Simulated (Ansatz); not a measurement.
# CsSm3: the cost of one run

Method: DFT PBE, scalar-relativistic, plane waves, PAW; 4f electrons in the core of a trivalent norm-conserving potential, in Ansatz 0.2.0.

1 further run of the same task is left out (it didn't finish).

## (1) The starting structure

It takes space group Pm-3m (No. 221, cubic). The conventional cell has a = 5.207 Å, b = 5.207 Å, c = 5.207 Å, α = 90.00°, β = 90.00°, γ = 90.00°. Around Cs (site symmetry m-3m) lie 12 Sm at 3.68 Å. Around Sm (site symmetry 4/mmm) lie 4 Cs at 3.68 Å and 8 Sm at 3.68 Å.

As a file:

```cif
data_structure
_symmetry_space_group_name_H-M 'Pm-3m'
_symmetry_Int_Tables_number 221
_cell_length_a 5.2075
_cell_length_b 5.2075
_cell_length_c 5.2075
_cell_angle_alpha 90.000
_cell_angle_beta 90.000
_cell_angle_gamma 90.000
_cell_volume 141.21
loop_
_atom_site_label
_atom_site_type_symbol
_atom_site_symmetry_multiplicity
_atom_site_Wyckoff_symbol
_atom_site_fract_x
_atom_site_fract_y
_atom_site_fract_z
_atom_site_occupancy
Cs1 Cs 1 a 0.00000 0.00000 0.00000 1
Sm1 Sm 3 c 0.50000 0.00000 0.50000 1
```

The cell is invented: species swapped into a database cell of ScAl3 (Pm-3m, No. 221), with Cs on the Sc sites and Sm on the Al sites. Lengths come from tabulated atomic sizes and are only a guess.

## (2) A first look at the guess

Input file input.yaml:

```yaml
crystal:
  lattice:
    - [5.20746565, 0.0, 0.0]
    - [0.0, 5.20746565, 0.0]
    - [0.0, 0.0, 5.20746565]
  atoms:
    - { symbol: Cs, position: [0.0, 0.0, 0.0] }
    - { symbol: Sm, position: [0.5, 0.0, 0.5] }
    - { symbol: Sm, position: [0.0, 0.5, 0.5] }
    - { symbol: Sm, position: [0.5, 0.5, 0.0] }
basis:
  ecutwfc: 690
kpoints:
  mp_grid: { grid: [4, 4, 4] }
hamiltonian:
  xc: pbe
  pseudopotentials:
    kind: paw
    azcp: { Sm: "pseudopotentials/pbe/nc/lanthanide_3plus/Sm.nc.azcp" }
scf:
  occupations: { method: gaussian, width: 0.1 }
  lower_state_search: "off"
output:
  forces: true
  stress: true
  eigenvalues: true
```

The run is started by

```sh
$ ansatz run input.yaml --threads 1 --pin off --max-ram 2560MiB --backend cpu --events-out ev --progress --plain --runs-dir out
```

What time and memory should one allow on 1 thread of Intel Xeon 6975P-C (Granite Rapids), shared host?

About 3 s, with a peak of 0.44 GiB.
